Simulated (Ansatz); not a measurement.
**TiHO+ (quintet): wave-function methods side by side, def2-QZVPP**

One table from this session's results is given with a row withheld; the runs are named, their logs left out.

Method: def2-QZVPP, core rule «outside noble gas», up to 10 orbitals frozen; program: Ansatz 0.2.0, Gaussian basis.

To be run: UHF; ROHF; CCSD(T) on UHF.

## What is computed

The geometry is a PBE0/def2-TZVP stationary point (not a proven minimum).

3 atoms, charge 1, spin multiplicity 5.

Atoms are counted from 1 here; the program's logs count them from 0.

Bond lengths: Ti1–O2 2.213 Å, O2–H3 0.979 Å. Angles: Ti1–O2–H3 135.0°.

Geometry (Å):

```xyz
3

Ti    0.0000    0.1516   -1.7151
O     0.0000    0.2538    0.4955
H     0.0000   -0.4054    1.2195
```

The first run:

Input file in.yaml:

```yaml
crystal:
  periodic: [false, false, false]
  atoms:
    - {symbol: Ti, position_ang: [0.000000, 0.151588, -1.715051]}
    - {symbol: O, position_ang: [0.000000, 0.253835, 0.495508]}
    - {symbol: H, position_ang: [0.000000, -0.405423, 1.219543]}
basis:
  gaussian: {orbitals: "def2-QZVPP.json"}
total_charge: 1
magnetization: {spin_polarized: true, initial_magnetization: 4}
hamiltonian: {xc: hf}
output: {orbitals: {seedname: orbitals}}
```

Command:

```bash
ansatz run in.yaml --threads 1 --pin off --events-out ev --progress --plain --max-ram 4096MiB --backend cpu
```

Among the steps run: UHF; ROHF; CCSD(T) on UHF.

One of the session's tables, all rows but one given; the rest of the session is left out.

```
  method  from UCCSD(T) (kJ/mol)
    ROHF                       ?
     UHF                  +678.2
    UMP2                   +65.6
   UCCSD                   +18.4
UCCSD(T)                       0
```

**Question.** Estimate the row for ROHF.

As computed: from UCCSD(T) (kJ/mol): +704.8. In the column «from UCCSD(T) (kJ/mol)» it is the highest.
